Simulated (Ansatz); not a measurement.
# KMgH3: how the settings move a single-point run

Question: which choices in the input matter for KMgH3?

Program: Ansatz 0.2.0. Level of theory: reference: DFT, r2SCAN, PAW with Ansatz's default frozen-core files, scalar-relativistic. These are calculated values, not measurements.

1 further run of the same task is left out (it didn't finish).

**1. The structure to begin with**

The structure is cubic, space group Pm-3m (No. 221). Conventional cell: a = 3.988 Å, b = 3.988 Å, c = 3.988 Å, α = 90.00°, β = 90.00°, γ = 90.00°. K (site symmetry m-3m) is surrounded by 12 H at 2.82 Å. Mg (site symmetry m-3m) is surrounded by 6 H at 1.99 Å. H (site symmetry 4/mmm) is surrounded by 2 Mg at 1.99 Å and 4 K at 2.82 Å.

Coordinates:

```
CELL_PARAMETERS angstrom
3.98810 0.00000 0.00000
0.00000 3.98810 0.00000
0.00000 0.00000 3.98810
ATOMIC_POSITIONS crystal
K 0.00000 0.00000 0.00000
Mg 0.50000 0.50000 0.50000
H 0.50000 0.00000 0.50000
H 0.50000 0.50000 0.00000
H 0.00000 0.50000 0.50000
```

**2. The reference run**

File input.yaml:

```yaml
crystal:
  lattice:
    - [3.988098, 0.0, 0.0]
    - [0.0, 3.988098, 0.0]
    - [0.0, 0.0, 3.988098]
  atoms:
    - { symbol: K, position: [0.0, 0.0, 0.0] }
    - { symbol: Mg, position: [0.5, 0.5, 0.5] }
    - { symbol: H, position: [0.5, 0.0, 0.5] }
    - { symbol: H, position: [0.5, 0.5, 0.0] }
    - { symbol: H, position: [0.0, 0.5, 0.5] }
kpoints:
  mp_grid: { grid: [5, 5, 5] }
  band_path:
    path:
      - [0.0, 0.0, 0.0]
      - [0.0, 0.5, 0.0]
      - [0.5, 0.5, 0.0]
      - [0.0, 0.0, 0.0]
      - [0.5, 0.5, 0.5]
      - [0.0, 0.5, 0.0]
      - [0.5, 0.5, 0.5]
      - [0.5, 0.5, 0.0]
    npoints: 8
scf:
  occupations: { method: fermi_dirac, width: 0.02 }
hamiltonian:
  xc: r2scan
  pseudopotentials: { kind: paw }
output:
  forces: true
  stress: true
  eigenvalues: true
  efg: { contact_densities: true }
  populations: true
  bader: true
  dos: { projected: true, de: 0.2, e_range: [-14, 8] }
  write_density: true
  write_potential: true
  elf: true
  volumetric_format: npy
```

On the command line:

```console
ansatz run input.yaml --threads 2 --pin off --max-ram 6144MiB --backend cpu --events-out ev --progress --plain --runs-dir out
```

**3. Changed: mixing.algorithm anderson, mixing.beta 0.3, preconditioner resta**

input.yaml, as its differences from that of step 2:

```diff
@@ -26,2 +26,3 @@
   occupations: { method: fermi_dirac, width: 0.02 }
+  mixing: { algorithm: anderson, beta: 0.3, preconditioner: resta }
 hamiltonian:
@@ -35,7 +36 @@
   populations: true
-  bader: true
-  dos: { projected: true, de: 0.2, e_range: [-14, 8] }
-  write_density: true
-  write_potential: true
-  elf: true
-  volumetric_format: npy
```

What does the calculation give? Wanted: for each run, ending; energy change; pressure; gap; force.

As calculated:

| run | ending | energy change | pressure (GPa) | gap (eV) | force (eV/Å) | cycles | time |
| --- | --- | --- | --- | --- | --- | --- | --- |
| reference | converged | 0 | 0.1 | 3.89 | 0.00 | 6 | 15 s |
| 1: mixing.algorithm anderson, mixing.beta 0.3, preconditioner resta | converged | 0.0 meV/atom | 0.1 | 3.89 | 0.00 | 8 | 5 s |

Times don't compare one to one where runs were asked for different outputs or read a saved state (see the inputs); cycles may leave out searches for a lower state.

Residual by cycle in the longest SCF loop of each run; runs are numbered as in the table. The quantity is the density residual dr2, in eV.

| cycle | reference | run 1 |
| --- | --- | --- |
| 1 | 0.00957 | 0.00957 |
| 2 | 0.00428 | 0.0071 |
| 3 | 1.5e-4 | 0.00265 |
| 4 | 1.1e-5 | 1.1e-4 |
| 5 | 1.2e-7 | 3.6e-5 |
| 6 | 5.6e-9 | 2.1e-6 |
| 7 | - | 5.2e-7 |
| 8 | - | 1.7e-8 |

What this shows: With the changed mixing the energy agrees within 0.5 meV/atom.

The gaps are Kohn-Sham values of a semilocal functional, not quasiparticle or optical gaps. Such gaps usually fall short of the measured ones.
